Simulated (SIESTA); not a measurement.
## Ge2Sb2Te5 under changes of volume

One of the cells (31.908 Å³/atom); the others are scaled copies at fixed shape and fractional positions:

```xyz
9
Lattice="6.8391 -3.0660 0.0000 6.8391 3.0660 0.0000 -6.8310 0.0000 6.8476" Properties=species:S:1:pos:R:3 pbc="T T T"
Te    5.4948    0.0000    2.6461
Te    9.5385    0.0000    1.3429
Te    0.0699    0.0000    0.0441
Te   -2.7069    0.0000    5.5452
Te    1.3918    0.0000    4.0888
Sb    8.3181    0.0000    4.0255
Sb   -1.3207    0.0000    2.8579
Ge    2.6055    0.0000    1.2862
Ge    6.7274    0.0000    0.0756
```

The cell comes from a database or a generator and needn't be the stable form of this composition.

- Program: SIESTA 5.4.2
- Functional: PBEsol
- Potentials or basis: PseudoDojo 0.4 standard (PBEsol files)
- Basis: DZP (energy shift 0.003 Ry; two zetas on semicore shells)
- Grid cutoff: 800 Ry
- Energy shift: 0.003 Ry
- k mesh: 4 × 4 × 3
- Occupations: fermi-dirac, width 0.05 eV
- Spin: no spin polarisation

```tsv
volume (Å³/atom)	energy over the lowest point (meV/atom)	pressure (GPa)	gap on the mesh (eV)	largest force (eV/Å)
29.994	4.48	1.7	0.09	0.548
30.632	0.01	0.5	0.08	0.413
31.270	0.00	-0.5	0.07	0.290
31.908	4.30	-1.4	0.06	0.172
32.546	11.90	-2.3	0.06	0.106
33.184	22.73	-3.1	0.07	0.134
33.823	?	?	?	?
```

Problem. What does the run at 33.823 Å³/atom give?

Solution. Energy over the lowest point 36.30 meV/atom; pressure -3.7 GPa; gap on the mesh 0.07 eV; largest force 0.175 eV/Å.

Worked out: A Birch-Murnaghan fit of order 3 (a polynomial in V^(-2/3)) to the other rows has its minimum at 30.93 Å³/atom with B0 = V·E''(V) = 53 GPa and B' = 5.5 at fixed shape and positions, which overstates the stiffness. It gives 36.25 meV/atom at 33.823 Å³/atom, against the run's 36.30, and -dE/dV = -3.7 GPa, against -3.7.

Energies are extrapolated to zero smearing.

Caveats: spin-orbit coupling is left out, which moves the levels of the heavy elements; an odd mesh through Γ misses points on the zone boundary, where band edges often lie; the basis of atomic orbitals isn't converged, which shifts pressures, moduli and gaps.
